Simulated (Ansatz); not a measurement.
Below is the output of a Python script on Ansatz 0.2.0, Python API that makes a convergence test of the k-point mesh of SnN2F2, space group C2/m. Write a script that gives it. Settings (first run): LDA, PAW, the default cutoff (420 eV here), 2×2×2 k-points, fixed occupations. The script varies mesh: (2, 2, 2), (4, 4, 4), (4, 4, 6), (6, 6, 6), (6, 6, 8).

`POSCAR`
```text
SnN2F2
1.0
   4.39703900   -2.64701300    0.00000000
   4.39703900    2.64701300    0.00000000
  -1.25294800    0.00000000    3.52112000
Sn N F
1 2 2
Direct
   0.00000000    0.00000000    0.00000000
   0.53800600    0.53800600    0.90606900
   0.46199400    0.46199400    0.09393100
   0.82764400    0.82764400    0.36347100
   0.17235600    0.17235600    0.63652900
```

```console
$ python kconv.py
DeckWarning: basis.ecutwfc = 420 eV, auto-derived from the records' recommended cutoffs: set by Sn (normal level)
     mesh  F/atom (eV)  iterations  P (GPa)  k-points
(2, 2, 2)  -1642.64584           7 -0.31098         6
(4, 4, 4)  -1642.66543           7 -0.76255        24
(4, 4, 6)  -1642.66564           7 -0.77615        34
(6, 6, 6)  -1642.66578           7 -0.78305        68
(6, 6, 8)  -1642.66579           7 -0.78411        89
(2, 2, 2): +19.95 meV/atom
(4, 4, 4): +0.35 meV/atom  (within 2 meV)
(4, 4, 6): +0.15 meV/atom  (within 2 meV)
(6, 6, 6): +0.01 meV/atom  (within 2 meV)
```
(Warnings from the package without file and line.)

One script that gives this output:

`kconv.py`:
```python
import ansatz as az
from ase.io import read
import pandas as pd


def main() -> None:
    atoms = read("POSCAR", format="vasp")
    system = az.Crystal.from_ase(atoms)

    calculation = (
        system.calculation()
        .functional(az.Functional.LDA)
        .occupations("fixed")
        .stress()
    )

    rows = []
    for value in [(2, 2, 2), (4, 4, 4), (4, 4, 6), (6, 6, 6), (6, 6, 8)]:
        data = calculation.kpoints(*value).run(threads=1).report
        rows.append((value, data["free_energy_ev"] / len(data["lattice"]["sites"]), data["n_iterations"], sum(data["stress_gpa"][i][i] for i in range(3)) / 3, data["n_kpoints"]))

    table = pd.DataFrame(rows, columns=["mesh", "F/atom (eV)", "iterations", "P (GPa)", "k-points"])
    print(table.round(5).to_string(index=False))

    for row in rows[:-1]:
        shift = 1000 * (row[1] - rows[-1][1])
        print(f"{row[0]}: {shift:+.2f} meV/atom" + ("  (within 2 meV)" if abs(shift) < 2 else ""))


if __name__ == "__main__":
    main()
```

From 4×4×4 on it stays within 2 meV an atom of the value at 6×6×8; the first row (2×2×2) is off by 19.9 meV and the last but one by 0.01 meV. The pressure moves from -0.31 to -0.78 GPa.

Reading the output:
- Pressure is positive in compression.
- This cell is a computed structure, which may not be the phase found in nature.
- Shifts are counted from the finest mesh, which is itself no proven limit.
- Wall time of the script: 26 s on 1 thread of Arm Neoverse V1, on a shared host, peak memory 0.56 GiB.
